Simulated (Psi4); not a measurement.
# GeH2Cl (SMILES [Cl][GeH2]): a first try and a second

Wanted: the energy of GeH2Cl, UMP2/pcseg-2 (fitted SCF).

The results are computed with Psi4 1.11.

## 1. The system as given

The species is GeH2Cl (4 atoms), meant as a doublet with charge 0. As SMILES, `[Cl][GeH2]`. The coordinates come from a PBE0-D4/def2-TZVP relaxation.

Bond lengths: Cl1–Ge2 2.156 Å, Ge2–H3 1.546 Å, Ge2–H4 1.546 Å. Angles: Cl1–Ge2–H3 106.8°, Cl1–Ge2–H4 106.8°, H3–Ge2–H4 112.3°.

## 2. Try one

The input, job.json:

```json
{
  "schema_name": "qcschema_input",
  "schema_version": 1,
  "molecule": {
    "schema_name": "qcschema_molecule",
    "schema_version": 2,
    "symbols": ["Cl", "Ge", "H", "H"],
    "geometry": [-1.5629, 0.3052, 0.9935, 0.1067, -0.4511, -0.1416, 0.0727, 0.2596, -1.5142, 1.3834, -0.1137, 0.6623],
    "molecular_charge": 0,
    "molecular_multiplicity": 2,
    "fix_symmetry": "c1",
    "fix_com": true,
    "fix_orientation": true
  },
  "driver": "energy",
  "model": {
    "method": "mp2",
    "basis": "pcseg-2"
  },
  "keywords": {
    "reference": "uhf",
    "scf_type": "df",
    "freeze_core": true,
    "mp2_type": "conv",
    "maxiter": 60
  }
}
```

Started as:

```console
$ psi4 --qcschema job.json -n 1 --memory 1600MB
```

stdout:

```text
[...]
  Running in c1 symmetry.
[...]
  Nuclear repulsion =  305.469081064950956
[...]
  Multiplicity = 2
[...]
  Nalpha       = 26
  Nbeta        = 25
[...]
    Number of basis functions: 105
[...]
   @DF-UHF iter   1: -2531.46408272664166    5.71487e+00   2.31775e-02 ADIIS/DIIS
[...]
   @DF-UHF iter  15: -2532.63908375136907   -2.72848e-12   2.92974e-09 DIIS
[...]
   @S^2 Observed:                7.588665395E-01
[...]
    Orbital Energies [Eh]
    ---------------------
    Alpha Occupied:
       1A   -405.233436     2A   -104.848917     3A    -52.262182
       4A    -46.343318     5A    -46.335658     6A    -46.335248
       7A    -10.712900     8A     -8.204735     9A     -8.154581
      10A     -8.149526    11A     -7.506475    12A     -5.531858
      13A     -5.471743    14A     -5.432984    15A     -2.030805
      16A     -2.010739    17A     -1.972666    18A     -1.919484
      19A     -1.900311    20A     -1.331838    21A     -0.852769
      22A     -0.789021    23A     -0.708470    24A     -0.466405
      25A     -0.380138    26A     -0.243565
    Alpha Virtual:
[...]
  @DF-UHF Final Energy: -2532.63908375136907
   => Energetics <=
    Nuclear Repulsion Energy =            305.4690810649509558
    One-Electron Energy =               -4126.3787705998656747
    Two-Electron Energy =                1288.2706057835455340
    Total Energy =                      -2532.6390837513690713
  UHF NO Occupations:
  HONO-2 :   24  A 1.9994873
  HONO-1 :   25  A 1.9967871
[...]
 Multipole Moments:
 ------------------------------------------------------------------------------------
     Multipole            Electronic (a.u.)      Nuclear  (a.u.)        Total (a.u.)
 ------------------------------------------------------------------------------------
 L = 1.  Multiply by 2.5417464519 to convert [e a0] to [Debye]
 Dipole X            :         21.5721250          -21.6988000           -0.1266750
 Dipole Y            :          9.5157005           -9.1009000            0.4148005
 Dipole Z            :        -11.3589687           11.5064000            0.1474313
 Magnitude           :                                                    0.4580851
[...]
	SCS-MP2 Total Energy (a.u.)        : -2533.07546851578718
	SOS-MP2 Total Energy (a.u.)        : -2533.02836866770258
	SCSN-MP2 Total Energy (a.u.)       : -2532.88777094925535
[...]
	SOS-PI-MP2 Total Energy (a.u.)     : -2533.09324948709127
[...]
	MP2 Total Energy (a.u.)            : -2533.10478739256723
[...]
```

The result, in JSON:

```text
{
 "driver": "energy",
 "model": {
  "method": "mp2",
  "basis": "pcseg-2"
 },
 "success": true,
 "return_result": -2533.1047873925672,
 "properties": {
  "calcinfo_nbasis": 105,
  "calcinfo_nmo": 105,
  "calcinfo_nalpha": 26,
  "calcinfo_nbeta": 25,
  "calcinfo_natom": 4,
  "nuclear_repulsion_energy": 305.46908106495096,
  "return_energy": -2533.1047873925672,
  "scf_one_electron_energy": -4126.378770599866,
  "scf_two_electron_energy": 1288.2706057835455,
  "scf_dipole_moment": [-0.12667498647971343, 0.4148004723066805, 0.1474312953373076],
  "scf_total_energy": -2532.639083751369,
  "scf_iterations": 15,
  "mp2_same_spin_correlation_energy": -0.14129954425353913,
  "mp2_opposite_spin_correlation_energy": -0.32440409694457173,
  "mp2_singles_energy": 0.0,
  "mp2_doubles_energy": -0.46570364119811086,
  "mp2_correlation_energy": -0.46570364119816077,
  "mp2_total_energy": -2533.1047873925672
 }
}
```

Wall time 7.5 s (1 thread of AMD EPYC 9R45 (Zen 5), shared host); peak memory 0.74 GiB.

## 3. What went wrong

The program ended normally, but the settings are unsound, so its numbers aren't properties of the molecule.

The cause is that the coordinates are read in the wrong unit, so the molecule is scaled by the ratio of bohr to ångström. As the program read them, the closest atoms are 0.82 Å apart, against 1.55 Å in the sound input.

## 4. The mended input

The input, input.json:

```json
{
  "schema_name": "qcschema_input",
  "schema_version": 1,
  "molecule": {
    "schema_name": "qcschema_molecule",
    "schema_version": 2,
    "symbols": ["Cl", "Ge", "H", "H"],
    "geometry": [-2.95345296, 0.57674441, 1.8774429, 0.20163378, -0.85245545, -0.26758522, 0.13738309, 0.4905729, -2.8614233, 2.61424712, -0.21486186, 1.25156561],
    "molecular_charge": 0,
    "molecular_multiplicity": 2,
    "fix_symmetry": "c1",
    "fix_com": true,
    "fix_orientation": true
  },
  "driver": "energy",
  "model": {
    "method": "mp2",
    "basis": "pcseg-2"
  },
  "keywords": {
    "reference": "uhf",
    "scf_type": "df",
    "freeze_core": true,
    "mp2_type": "conv"
  }
}
```

Started as:

```console
$ psi4 --qcschema input.json -n 1 --memory 1600MB
```

stdout:

```text
[...]
  Running in c1 symmetry.
[...]
  Nuclear repulsion =  161.647276464849284
[...]
  Multiplicity = 2
[...]
  Nalpha       = 26
  Nbeta        = 25
[...]
    Number of basis functions: 105
[...]
   @DF-UHF iter   1: -2535.05616040175846   -3.20497e+00   1.80297e-02 ADIIS/DIIS
[...]
   @DF-UHF iter  15: -2536.06476332388320    4.54747e-13   5.26836e-09 DIIS
[...]
   @S^2 Observed:                7.548496031E-01
[...]
    Orbital Energies [Eh]
    ---------------------
    Alpha Occupied:
       1A   -405.143812     2A   -104.776589     3A    -52.085114
       4A    -46.174644     5A    -46.172524     6A    -46.171590
       7A    -10.539025     8A     -8.008596     9A     -8.006309
      10A     -8.005952    11A     -7.205834    12A     -5.186423
      13A     -5.181107    14A     -5.178323    15A     -1.661982
      16A     -1.660182    17A     -1.657192    18A     -1.655878
      19A     -1.654205    20A     -1.084794    21A     -0.735691
      22A     -0.525351    23A     -0.516600    24A     -0.479948
      25A     -0.447533    26A     -0.350655
    Alpha Virtual:
[...]
  @DF-UHF Final Energy: -2536.06476332388320
   => Energetics <=
    Nuclear Repulsion Energy =            161.6472764648492841
    One-Electron Energy =               -3855.4030364858549547
    Two-Electron Energy =                1157.6909966971222730
    Total Energy =                      -2536.0647633238831986
  UHF NO Occupations:
  HONO-2 :   24  A 1.9996610
  HONO-1 :   25  A 1.9983954
[...]
 Multipole Moments:
 ------------------------------------------------------------------------------------
     Multipole            Electronic (a.u.)      Nuclear  (a.u.)        Total (a.u.)
 ------------------------------------------------------------------------------------
 L = 1.  Multiply by 2.5417464519 to convert [e a0] to [Debye]
 Dipole X            :         41.6491814          -41.0047891            0.6443922
 Dipole Y            :         16.8773086          -17.1982084           -0.3208998
 Dipole Z            :        -22.1869516           21.7439446           -0.4430070
 Magnitude           :                                                    0.8452652
[...]
	SCS-MP2 Total Energy (a.u.)        : -2536.40626501138604
	SOS-MP2 Total Energy (a.u.)        : -2536.37646528909409
	SCSN-MP2 Total Energy (a.u.)       : -2536.22210585758648
[...]
	SOS-PI-MP2 Total Energy (a.u.)     : -2536.42841561662954
[...]
	MP2 Total Energy (a.u.)            : -2536.41391412843586
[...]
```

The result, in JSON:

```text
{
 "driver": "energy",
 "model": {
  "method": "mp2",
  "basis": "pcseg-2"
 },
 "success": true,
 "return_result": -2536.413914128436,
 "properties": {
  "calcinfo_nbasis": 105,
  "calcinfo_nmo": 105,
  "calcinfo_nalpha": 26,
  "calcinfo_nbeta": 25,
  "calcinfo_natom": 4,
  "nuclear_repulsion_energy": 161.64727646484928,
  "return_energy": -2536.413914128436,
  "scf_one_electron_energy": -3855.403036485855,
  "scf_two_electron_energy": 1157.6909966971223,
  "scf_dipole_moment": [0.6443922352547773, -0.32089980596091294, -0.4430070015669827],
  "scf_total_energy": -2536.064763323883,
  "scf_iterations": 15,
  "mp2_same_spin_correlation_energy": -0.08939916687678238,
  "mp2_opposite_spin_correlation_energy": -0.25975163767582143,
  "mp2_singles_energy": 0.0,
  "mp2_doubles_energy": -0.34915080455260383,
  "mp2_correlation_energy": -0.34915080455266434,
  "mp2_total_energy": -2536.413914128436
 }
}
```

It took 7.5 s on 1 thread of AMD EPYC 9R45 (Zen 5), shared host; peak memory 0.74 GiB.

## 5. Summary of results

Level: UMP2/pcseg-2 (fitted SCF).

| quantity | value |
| --- | --- |
| total energy | -2536.41391 Eh |
| HOMO energy (Hartree–Fock orbitals) (highest over α and β) | -9.54 eV |
| LUMO energy (Hartree–Fock orbitals) (lowest over α and β) | 0.38 eV |
| correlation energy (14 core orbitals frozen) | -349.2 mEh |
| ⟨S²⟩ of the reference determinant | 0.755 |

**Reading.** The first attempt's energy was +90.046 eV off this one.
